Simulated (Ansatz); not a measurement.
**CsLiCr2Te2S3 in Ansatz: the effect of functional**

Crystal: CsLiCr2Te2S3.

```
Cs Li Cr Te S
1.0
     3.42162   -5.18069    0.00784
     3.42162    5.18069    0.00784
    -2.90411    0.00000    7.43093
Cs Li Cr Te S
1 1 2 2 3
Direct
  0.09374 0.09374 0.00853
  0.58875 0.58875 0.55336
  0.05646 0.46755 0.55790
  0.46755 0.05646 0.55790
  0.56486 0.87357 0.29035
  0.87357 0.56486 0.29035
  0.81151 0.39697 0.73347
  0.39697 0.81151 0.73347
  0.21404 0.21404 0.48371
```

The cell was built by a generator and needn't be a form met in nature.

Alike in all runs:

```yaml
Program: Ansatz 0.2.0
Task: band structure
Potentials_or_basis: all-electron LAPW, scalar-relativistic
Cutoff: 292 eV (chosen from the basis error)
Basis_error_allowed: 0.002 eV/atom
k_mesh: 4 × 4 × 3
Occupations: fermi-dirac, width 0.05 eV
Spin: collinear spin, ferromagnetic start
Starting_moments: "[0.0, 0.0, 3.0, 3.0, 0.0, 0.0, 0.0, 0.0, 0.0] μB"
```

```csv
functional,pressure (GPa),moment (μB),largest force (eV/Å)
PBE,0.0,4.01,0.04
PBEsol,?,?,?
LDA,-3.8,4.00,0.57
RPBE,1.7,4.02,0.18
revPBE,1.3,4.01,0.13
```

Task: What does the run with functional PBEsol give?

Result: Pressure -2.1 GPa; moment 4.01 μB; largest force 0.29 eV/Å.

Caveats: the k mesh is thin for a metal, which can move the energy by tens of meV per atom; only a ferromagnetic start was run, and an antiferromagnetic order may lie lower in energy.
